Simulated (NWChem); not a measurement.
**the pair CH3FN2···GeH2S: a chain of runs**

Wanted: the energy (singlet CH5FGeN2S, M06-2X-D3(0)/pcseg-1), then a single-point energy (singlet CH3FN2, M06-2X-D3(0)/pcseg-1), then the energy (singlet GeH2S, M06-2X-D3(0)/pcseg-1), then the energy (singlet CH3FN2, M06-2X-D3(0)/pcseg-1), then the energy (singlet GeH2S, M06-2X-D3(0)/pcseg-1) of CH5FGeN2S and its partners. 

Program for the calculation: NWChem 7.3.0.

## (1) Starting point

The species is CH5FGeN2S (11 atoms), meant as a singlet with charge 0. The two molecules were placed rigidly side by side, at 1 times their contact distance; the pair isn't optimised.

Bond lengths: N1–C2 1.252 Å, C2–N3 1.356 Å, C2–F4 1.350 Å, S8–Ge9 2.225 Å, N1–H5 1.013 Å, N3–H6 1.005 Å, N3–H7 1.004 Å, S8–H10 1.342 Å, Ge9–H11 1.595 Å. Angles: N1–C2–N3 126.2°, N1–C2–F4 124.1°, N3–C2–F4 109.8°, C2–N1–H5 111.7°, C2–N3–H6 115.5°, C2–N3–H7 117.5°, S8–Ge9–H11 93.7°, Ge9–S8–H10 100.2°, H6–N3–H7 117.2°.

## (2) The energy at M06-2X-D3(0)/pcseg-1 (run 1)

Contents of ch5fgen2s.nw:

```
start ch5fgen2s
title "CH5FGeN2S M06-2X"
memory stack 880 mb heap 220 mb global 1100 mb

geometry noautosym nocenter noautoz
 N       -0.848870       1.059810      -0.303070
 C       -0.259970      -0.035790      -0.163870
 N        0.769330      -0.288790       0.681230
 F       -0.598870      -1.165090      -0.821370
 H       -1.629770       0.986010      -0.944470
 H        1.212430       0.521310       1.077330
 H        1.355730      -1.077490       0.474230
 S        5.399580      -1.545560       3.258100
 Ge       4.222850      -2.403550       1.575490
 H        6.241210      -0.750800       2.578780
 H        5.030830      -1.596180       0.462930
end

basis spherical bse
 N library pcseg-1
 C library pcseg-1
 F library pcseg-1
 H library pcseg-1
 S library pcseg-1
 Ge library pcseg-1
end

dft
 xc m06-2x
 disp vdw 3
 grid fine
 convergence energy 1e-08
 iterations 100
 mulliken
 print low
end

task dft
```

Launch:

```
$ nwchem ch5fgen2s.nw > ch5fgen2s.out
```

Log:

```text
[...]
 d= 0,ls=0.0,diis     1  -2725.1179183634 -3.15D+03  9.72D-03  9.82D-01     6.4
[...]
 d= 0,ls=0.0,diis    10  -2725.2399499664 -9.45D-09  1.25D-06  2.37D-08    43.3
         Total DFT energy =    -2725.239949966432
      One electron energy =    -4625.471874294855
           Coulomb energy =     1615.111974713451
    Exchange-Corr. energy =     -136.202640711786
 Nuclear repulsion energy =      421.322800209307
    Dispersion correction =       -0.000209882548
[...]
      Total Density - Mulliken Population Analysis
     ---------------------------------------------
    Atom       Charge   Shell Charges
 -----------   ------   -------------------------------------------------------
    1 N    7     7.41   2.00  0.84  0.71  2.43  1.40  0.03
    2 C    6     5.48   1.99  0.77  0.15  1.97  0.45  0.14
    3 N    7     7.42   2.00  0.80  0.62  2.56  1.43  0.02
    4 F    9     9.31   2.00  0.95  0.98  3.42  1.95  0.01
    5 H    1     0.81   0.72  0.06  0.04
    6 H    1     0.78   0.71  0.04  0.04
    7 H    1     0.78   0.72  0.03  0.04
    8 S   16    16.19   2.00  1.99  1.20  0.65  5.99  3.24  1.07  0.05
    9 Ge  32    31.94   2.00  2.00  2.00  1.09  0.79  6.00  5.98  0.93  1.01 10.02  0.14
   10 H    1     0.85   0.72  0.12  0.02
[...]
```

Wall time 44 s (1 thread of Intel Xeon Platinum 8488C (Sapphire Rapids), shared host); peak memory 0.12 GiB.

## (3) CH3FN2: the energy at M06-2X-D3(0)/pcseg-1 (run 2)

Contents of calc.nw:

```
start calc
title "CH3FN2"
memory 2200 mb
charge 0
geometry units bohr noautosym nocenter noautoz
N  -1.60413182  2.00275064 -0.57271930
C  -0.49127210 -0.06763330 -0.30966942
N   1.45382300 -0.54573401  1.28733813
F  -1.13170028 -2.20170101 -1.55216435
H  -3.07981895  1.86328886 -1.78478963
H   2.29116065  0.98513313  2.03585865
H   2.56195840 -2.03616100  0.89616482
end
basis "ao basis" spherical bse
* library pcseg-1
end
dft
xc m06-2x
disp vdw 3
grid fine
convergence energy 1e-08
maxiter 100
mulliken
print low
end
task dft energy
```

Launch:

```
$ nwchem calc.nw > calc.out
```

Log:

```text
[...]
 d= 0,ls=0.0,diis     1   -249.0141529435 -3.71D+02  1.47D-02  8.41D-01     1.3
[...]
 d= 0,ls=0.0,diis    10   -249.1157242713 -7.85D-09  1.82D-06  2.18D-08    11.0
         Total DFT energy =     -249.115724271289
      One electron energy =     -582.305337392983
           Coulomb energy =      242.079123773896
    Exchange-Corr. energy =      -30.748257096281
 Nuclear repulsion energy =      121.858771000462
    Dispersion correction =       -0.000024556384
[...]
      Total Density - Mulliken Population Analysis
     ---------------------------------------------
    Atom       Charge   Shell Charges
 -----------   ------   -------------------------------------------------------
    1 N    7     7.41   2.00  0.84  0.71  2.43  1.40  0.03
    2 C    6     5.47   1.99  0.77  0.15  1.97  0.45  0.14
    3 N    7     7.42   2.00  0.80  0.62  2.56  1.42  0.02
    4 F    9     9.31   2.00  0.95  0.98  3.42  1.95  0.01
    5 H    1     0.81   0.72  0.06  0.04
    6 H    1     0.78   0.71  0.04  0.04
    7 H    1     0.79   0.71  0.04  0.04
[...]
```

Run time: 12 s. Hardware: 1 thread of Intel Xeon Platinum 8488C (Sapphire Rapids), shared host; peak memory 0.12 GiB.

## (4) GeH2S: a single-point energy at M06-2X-D3(0)/pcseg-1 (run 3)

Contents of input.nw:

```
start input
memory 2200 mb

geometry units au noautosym nocenter noautoz
 S  10.20372739 -2.92068511  6.15691669
 Ge  7.98002997 -4.54205123  2.97724461
 H  11.79417759 -1.41880637  4.87318794
 H   9.50689088 -3.01634305  0.87481091
end

basis spherical bse
 * library pcseg-1
end

dft
 xc m06-2x
 disp vdw 3
 grid fine
 convergence energy 1e-08
 maxiter 100
 mulliken
 print low
end

task dft energy
```

Launch:

```
$ nwchem input.nw > input.out
```

Log:

```text
[...]
 d= 0,ls=0.0,diis     1  -2476.1061015222 -2.62D+03  1.05D-02  1.32D-01     2.3
[...]
 d= 0,ls=0.0,diis     8  -2476.1245358980 -6.13D-09  1.74D-06  4.70D-09    12.5
         Total DFT energy =    -2476.124535897978
      One electron energy =    -3740.729779006225
           Coulomb energy =     1222.112827475314
    Exchange-Corr. energy =     -105.455191889299
 Nuclear repulsion energy =      147.947608630417
    Dispersion correction =       -0.000001108184
[...]
      Total Density - Mulliken Population Analysis
     ---------------------------------------------
    Atom       Charge   Shell Charges
 -----------   ------   -------------------------------------------------------
    1 S   16    16.21   2.00  1.99  1.19  0.65  5.99  3.25  1.08  0.05
    2 Ge  32    31.90   2.00  2.00  2.00  1.09  0.78  6.00  5.98  0.92  0.98 10.02  0.14
    3 H    1     0.86   0.72  0.12  0.02
    4 H    1     1.03   0.74  0.28  0.01
[...]
```

Run time: 13 s. Hardware: 1 thread of Intel Xeon Platinum 8488C (Sapphire Rapids), shared host; peak memory 0.11 GiB.

## (5) CH3FN2 among ghost functions: a single-point energy at M06-2X-D3(0)/pcseg-1 (with ghost functions) (run 4)

Contents of ch3fn2.nw:

```
START ch3fn2
TITLE "CH3FN2"
memory stack 880 mb heap 220 mb global 1100 mb

GEOMETRY units angstrom noautosym nocenter noautoz
  N    -0.848870    1.059810   -0.303070
  C    -0.259970   -0.035790   -0.163870
  N     0.769330   -0.288790    0.681230
  F    -0.598870   -1.165090   -0.821370
  H    -1.629770    0.986010   -0.944470
  H     1.212430    0.521310    1.077330
  H     1.355730   -1.077490    0.474230
  bqS      5.399580    -1.545560     3.258100
  bqGe     4.222850    -2.403550     1.575490
  bqH      6.241210    -0.750800     2.578780
  bqH      5.030830    -1.596180     0.462930
END

BASIS spherical bse
  N library pcseg-1
  C library pcseg-1
  F library pcseg-1
  H library pcseg-1
  bqS library S pcseg-1
  bqGe library Ge pcseg-1
  bqH library H pcseg-1
END

DFT
  xc m06-2x
  disp vdw 3
  grid fine
  convergence energy 1e-08
  maxiter 100
  mulliken
  print low
END

TASK dft energy
```

Launch:

```
$ nwchem ch3fn2.nw > ch3fn2.out
```

Log:

```text
[...]
 d= 0,ls=0.0,diis     1   -249.0144050270 -3.71D+02  8.31D-03  8.41D-01     4.7
[...]
 d= 0,ls=0.0,diis    10   -249.1159719812 -7.85D-09  1.03D-06  2.18D-08    37.0
         Total DFT energy =     -249.115971981229
      One electron energy =     -582.303264760065
           Coulomb energy =      242.076608479448
    Exchange-Corr. energy =      -30.748070934297
 Nuclear repulsion energy =      121.858779790058
    Dispersion correction =       -0.000024556373
[...]
      Total Density - Mulliken Population Analysis
     ---------------------------------------------
    Atom       Charge   Shell Charges
 -----------   ------   -------------------------------------------------------
    1 N    7     7.41   2.00  0.84  0.71  2.43  1.40  0.03
    2 C    6     5.48   1.99  0.77  0.15  1.97  0.46  0.14
    3 N    7     7.42   2.00  0.80  0.62  2.56  1.43  0.02
    4 F    9     9.31   2.00  0.95  0.98  3.42  1.95  0.01
    5 H    1     0.81   0.72  0.06  0.04
    6 H    1     0.78   0.71  0.04  0.04
    7 H    1     0.77   0.71  0.02  0.04
    8 X    0    -0.00  -0.00 -0.00 -0.00 -0.00 -0.00 -0.00 -0.00 -0.00
    9 X    0     0.00  -0.00 -0.00  0.00 -0.00  0.00 -0.00 -0.00 -0.00  0.00 -0.00  0.00
   10 X    0     0.00  -0.00  0.00 -0.00
[...]
```

It took 38 s on 1 thread of Intel Xeon Platinum 8488C (Sapphire Rapids), shared host; peak memory 0.13 GiB.

## (6) GeH2S among ghost functions: the energy at M06-2X-D3(0)/pcseg-1 (with ghost functions) (run 5)

Contents of m1.nw:

```
start m1
title "GeH2S energy"
memory total 2200 mb

geometry units atomic noautosym nocenter noautoz
S     10.20372739    -2.92068511     6.15691669
Ge     7.98002997    -4.54205123     2.97724461
H     11.79417759    -1.41880637     4.87318794
H      9.50689088    -3.01634305     0.87481091
bqN     -1.604132     2.002751    -0.572719
bqC     -0.491272    -0.067633    -0.309669
bqN      1.453823    -0.545734     1.287338
bqF     -1.131700    -2.201701    -1.552164
bqH     -3.079819     1.863289    -1.784790
bqH      2.291161     0.985133     2.035859
bqH      2.561958    -2.036161     0.896165
end

basis spherical bse
S library pcseg-1
Ge library pcseg-1
H library pcseg-1
bqN library N pcseg-1
bqC library C pcseg-1
bqF library F pcseg-1
bqH library H pcseg-1
end

dft
xc m06-2x
disp vdw 3
grid fine
convergence energy 1e-08
iterations 100
mulliken
print low
end

task dft energy
```

Launch:

```
$ nwchem m1.nw > m1.out
```

Log:

```text
[...]
 d= 0,ls=0.0,diis     1  -2476.1062433303 -2.62D+03  4.58D-03  1.32D-01     5.2
[...]
 d= 0,ls=0.0,diis     8  -2476.1247126954 -6.30D-09  7.74D-07  4.64D-09    32.0
         Total DFT energy =    -2476.124712695358
      One electron energy =    -3740.736850607546
           Coulomb energy =     1222.120037568393
    Exchange-Corr. energy =     -105.455507178438
 Nuclear repulsion energy =      147.947608630417
    Dispersion correction =       -0.000001108184
[...]
      Total Density - Mulliken Population Analysis
     ---------------------------------------------
    Atom       Charge   Shell Charges
 -----------   ------   -------------------------------------------------------
    1 S   16    16.21   2.00  1.99  1.19  0.65  5.99  3.25  1.08  0.05
    2 Ge  32    31.91   2.00  2.00  2.00  1.09  0.79  6.00  5.98  0.92  0.99 10.02  0.14
    3 H    1     0.86   0.72  0.12  0.02
    4 H    1     1.02   0.74  0.27  0.01
    5 X    0     0.00  -0.00 -0.00  0.00 -0.00  0.00  0.00
    6 X    0     0.00  -0.00 -0.00 -0.00 -0.00  0.00 -0.00
    7 X    0     0.00  -0.00 -0.00  0.00 -0.00  0.00  0.00
    8 X    0    -0.00   0.00  0.00 -0.00  0.00 -0.00 -0.00
    9 X    0     0.00  -0.00  0.00 -0.00
   10 X    0     0.00   0.00  0.00  0.00
[...]
```

It took 33 s on 1 thread of Intel Xeon Platinum 8488C (Sapphire Rapids), shared host; peak memory 0.13 GiB.

## (7) Outcome

| quantity | value |
| --- | --- |
| run 1, M06-2X-D3(0)/pcseg-1: total energy | -2725.23995 Eh |
| run 1, M06-2X-D3(0)/pcseg-1: dispersion energy | -0.55 kJ/mol |
| CH3FN2: total energy | -249.11572 Eh |
| CH3FN2: dispersion energy | -0.06 kJ/mol |
| GeH2S: total energy | -2476.12454 Eh |
| GeH2S: dispersion energy | 0.00 kJ/mol |
| CH3FN2 among ghost functions: total energy | -249.11597 Eh |
| CH3FN2 among ghost functions: dispersion energy | -0.06 kJ/mol |
| GeH2S among ghost functions: total energy | -2476.12471 Eh |
| GeH2S among ghost functions: dispersion energy | 0.00 kJ/mol |
| interaction energy of the rigid parts CH3FN2 and GeH2S (parts in their own basis; closest atoms 3.35 Å apart) | 0.008 eV |
| interaction energy of the rigid parts CH3FN2 and GeH2S (parts in the whole basis, counterpoise; closest atoms 3.35 Å apart) | 0.020 eV |

**Reading.** The interaction energy of the rigid parts CH3FN2 and GeH2S (parts in their own basis; closest atoms 3.35 Å apart) is 0.01 eV (0.2 kcal/mol). Without counterpoise this holds the superposition error of the basis. The interaction energy of the rigid parts CH3FN2 and GeH2S (parts in the whole basis, counterpoise; closest atoms 3.35 Å apart) is 0.02 eV (0.5 kcal/mol). The basis-set superposition error is 1.1 kJ/mol. Mulliken charges (CH3FN2) run from -0.42 on N3 to +0.53 on C2; they depend strongly on the basis.
